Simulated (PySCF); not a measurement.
# C4H12Sn (tetramethyltin): the cost of one run

Computed with PySCF 2.14.0 and routines of our own; the level stands in each step. Atoms count from 0.

## (1) The starting structure

17 atoms, charge 0, multiplicity 1; geometry from: GFN2-xTB.

## (2) Geometry optimisation at PBE0-D3(BJ)/def2-SVP

The job: settings as JSON, then the geometry in Å.

```
{"job": {"xc": "PBE0", "basis": "def2-SVP", "d3": "d3bj", "grid": 1, "maxiter": 30, "shake": 0.01, "kind": "geom"}, "charge": 0, "multiplicity": 1}
C     -0.530920    -1.450550    -1.573500
Sn    -0.006910    -0.005520    -0.003150
C     -0.062130     2.035590    -0.820020
C     -1.393140    -0.152070     1.656730
C      2.015090    -0.463830     0.715890
H     -1.551200    -1.207800    -1.950910
H     -0.525990    -2.440920    -1.195210
H      0.158790    -1.354440    -2.411930
H      0.232100     2.760120    -0.027450
H     -1.037110     2.281910    -1.160550
H      0.645610     2.128550    -1.627570
H     -2.424860     0.069650     1.326760
H     -1.446470    -1.145610     2.064840
H     -1.184770     0.548450     2.453190
H      2.052560    -1.471530     1.133490
H      2.736470    -0.371080    -0.073640
H      2.306360     0.250890     1.503200
```

The run is started by

```console
OMP_NUM_THREADS=1 python heavy_run.py task.json out
```

One launch serves the whole session: the jobs run in the order shown.

**Question.** How long does this first job take on 1 thread of Arm Neoverse V2, shared host, and how much memory does it need?

About 68 s, with a peak of 0.64 GiB.
